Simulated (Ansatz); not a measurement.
**CH3ClO2Si: small, medium and large basis sets**

One table from this session's results is given with a row withheld; the runs are named, their logs left out.

Method: one geometry, several basis sets; program: Ansatz 0.2.0, Gaussian basis.

Plan: PBE0-D4/def2-SVP; ωB97M-V/def2-SVP; PBE0-D4/def2-QZVPP; ωB97M-V/def2-QZVPP; the functionals' def2-TZVPP values are taken from earlier runs.

## Structure used throughout

The geometry comes from an earlier relaxation with PBE0-D4 in a triple-zeta def2 set; it is a stationary point, not always the lowest conformer.

SMILES `ClC1O[SiH2]O1`, 8 atoms, charge 0, spin multiplicity 1.

Atoms are counted from 1 here; the program's logs count them from 0.

Bond lengths: Cl1–C2 1.787 Å, C2–O3 1.403 Å, C2–O5 1.403 Å, C2–H6 1.090 Å, O3–Si4 1.674 Å, Si4–O5 1.674 Å, Si4–H7 1.478 Å, Si4–H8 1.479 Å. Angles: Cl1–C2–O3 111.5°, Cl1–C2–O5 111.5°, Cl1–C2–H6 106.1°, O3–C2–O5 102.3°, O3–C2–H6 112.7°, O5–C2–H6 112.7°, C2–O3–Si4 88.1°, O3–Si4–O5 81.5°, O3–Si4–H7 114.7°, O3–Si4–H8 116.0°, O5–Si4–H7 114.7°, O5–Si4–H8 116.0°, H7–Si4–H8 111.1°, C2–O5–Si4 88.1°.

Set-up of the first run:

in.yaml reads:

```yaml
crystal:
  periodic: [false, false, false]
  atoms:
    - {symbol: Cl, position_ang: [-2.195871, 0.509656, 0.974368]}
    - {symbol: C, position_ang: [-0.524188, 0.766622, 0.397635]}
    - {symbol: O, position_ang: [0.378461, -0.100723, 1.032016]}
    - {symbol: Si, position_ang: [0.716137, -0.757858, -0.470624]}
    - {symbol: O, position_ang: [-0.384373, 0.408684, -0.952118]}
    - {symbol: H, position_ang: [-0.298604, 1.817288, 0.580653]}
    - {symbol: H, position_ang: [2.098741, -0.537850, -0.945701]}
    - {symbol: H, position_ang: [0.301897, -2.163018, -0.672126]}
basis:
  gaussian: {orbitals: def2-SVP}
hamiltonian: {xc: pbe0, dispersion: d4}
output: {orbitals: {seedname: orbitals}}
```

Launch:

```bash
> ansatz run in.yaml --threads 2 --pin off --events-out ev --progress --plain --max-ram 4352MiB
```

Steps of the session up to this table: PBE0-D4 in def2-SVP; ωB97M-V in def2-SVP; PBE0-D4 in def2-QZVPP; ωB97M-V in def2-QZVPP.

One of the session's tables, all rows but one given; the rest of the session is left out.

It belongs to the step «Functionals by basis». 

```
functional       basis  HOMO (eV)
   PBE0-D4    def2-SVP      -8.66
   PBE0-D4  def2-TZVPP      -8.79
   PBE0-D4  def2-QZVPP      -8.82
   ωB97M-V    def2-SVP     -10.89
   ωB97M-V  def2-TZVPP          ?
   ωB97M-V  def2-QZVPP     -11.09
```

**Question.** Estimate the row for ωB97M-V, def2-TZVPP.

**Answer.** HOMO (eV): -11.04. In the column «HOMO (eV)» it lies between ωB97M-V, def2-QZVPP (-11.09) and ωB97M-V, def2-SVP (-10.89).
